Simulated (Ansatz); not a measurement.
# C₃H₇BO: basis-set convergence

The task here is to estimate one member of a computed series from the others.

Computed with Ansatz 0.2.0, Gaussian basis. Level: one geometry, several basis sets.

The runs, in order: PBE0-D4/def2-SVP; ωB97M-V/def2-SVP; PBE0-D4/def2-QZVPP; ωB97M-V/def2-QZVPP; the functionals' def2-TZVPP values are taken from earlier runs.

## The geometry

All runs share one geometry, relaxed beforehand with PBE0-D4 in a triple-zeta def2 set.

SMILES `CB/C=C/O`, 12 atoms, charge 0, spin multiplicity 1.

Atoms are counted from 1 here; the program's logs count them from 0.

Bond lengths: C1–B2 1.568 Å, C1–H6 1.097 Å, C1–H7 1.097 Å, C1–H8 1.092 Å, B2–C3 1.524 Å, B2–H9 1.204 Å, C3–C4 1.341 Å, C3–H10 1.088 Å, C4–O5 1.341 Å, C4–H11 1.088 Å, O5–H12 0.961 Å. Angles: B2–C1–H6 109.3°, B2–C1–H7 109.3°, B2–C1–H8 117.2°, H6–C1–H7 104.7°, H6–C1–H8 107.9°, H7–C1–H8 107.9°, C1–B2–C3 125.6°, C1–B2–H9 116.6°, C3–B2–H9 117.8°, B2–C3–C4 121.7°, B2–C3–H10 121.9°, C4–C3–H10 116.4°, C3–C4–O5 123.0°, C3–C4–H11 121.6°, O5–C4–H11 115.5°, C4–O5–H12 110.3°.

Coordinates:

```mol
C3H7BO
  3D, bonds by distance, orders not assigned

 12 11  0  0  0  0  0  0  0  0999 V2000
   -1.6489    0.0563    0.6816 C   0  0
   -0.1739    0.2765    1.1647 B   0  0
    1.0733    0.1413    0.2986 C   0  0
    0.9973   -0.1913   -0.9982 C   0  0
    2.0770   -0.3174   -1.7840 O   0  0
   -2.1215   -0.7151    1.3017 H   0  0
   -2.2323    0.9646    0.8755 H   0  0
   -1.7955   -0.2190   -0.3653 H   0  0
   -0.0243    0.5782    2.3201 H   0  0
    2.0713    0.3089    0.6976 H   0  0
    0.0411   -0.3779   -1.4832 H   0  0
    1.8133   -0.5602   -2.6752 H   0  0
  1  2  8  0
  2  3  8  0
  3  4  8  0
  4  5  8  0
  1  6  8  0
  1  7  8  0
  1  8  8  0
  2  9  8  0
  3 10  8  0
  4 11  8  0
  5 12  8  0
M  END
```

The first run:

Input file in.yaml:

```yaml
crystal:
  periodic: [false, false, false]
  atoms:
    - {symbol: C, position_ang: [-1.648890, 0.056275, 0.681635]}
    - {symbol: B, position_ang: [-0.173885, 0.276509, 1.164654]}
    - {symbol: C, position_ang: [1.073282, 0.141283, 0.298647]}
    - {symbol: C, position_ang: [0.997324, -0.191312, -0.998156]}
    - {symbol: O, position_ang: [2.076977, -0.317436, -1.784007]}
    - {symbol: H, position_ang: [-2.121506, -0.715104, 1.301657]}
    - {symbol: H, position_ang: [-2.232279, 0.964555, 0.875455]}
    - {symbol: H, position_ang: [-1.795519, -0.218958, -0.365277]}
    - {symbol: H, position_ang: [-0.024256, 0.578212, 2.320092]}
    - {symbol: H, position_ang: [2.071276, 0.308879, 0.697638]}
    - {symbol: H, position_ang: [0.041113, -0.377874, -1.483193]}
    - {symbol: H, position_ang: [1.813262, -0.560229, -2.675246]}
basis:
  gaussian: {orbitals: def2-SVP}
hamiltonian: {xc: pbe0, dispersion: d4}
output: {orbitals: {seedname: orbitals}}
```

Among the steps run: PBE0-D4 in def2-SVP; ωB97M-V in def2-SVP; PBE0-D4 in def2-QZVPP; ωB97M-V in def2-QZVPP.

One table of the session follows, with a row left open; its other results are not shown here.

It belongs to the step «Density functionals: the series». 

```
functional       basis  HOMO (eV)
   PBE0-D4    def2-SVP      -7.12
   PBE0-D4  def2-TZVPP      -7.24
   PBE0-D4  def2-QZVPP      -7.26
   ωB97M-V    def2-SVP      -9.27
   ωB97M-V  def2-TZVPP      -9.41
   ωB97M-V  def2-QZVPP          ?
```

**Question.** Estimate the row for ωB97M-V, def2-QZVPP.

The run gave: HOMO (eV): -9.44. In the column «HOMO (eV)» it is the lowest.
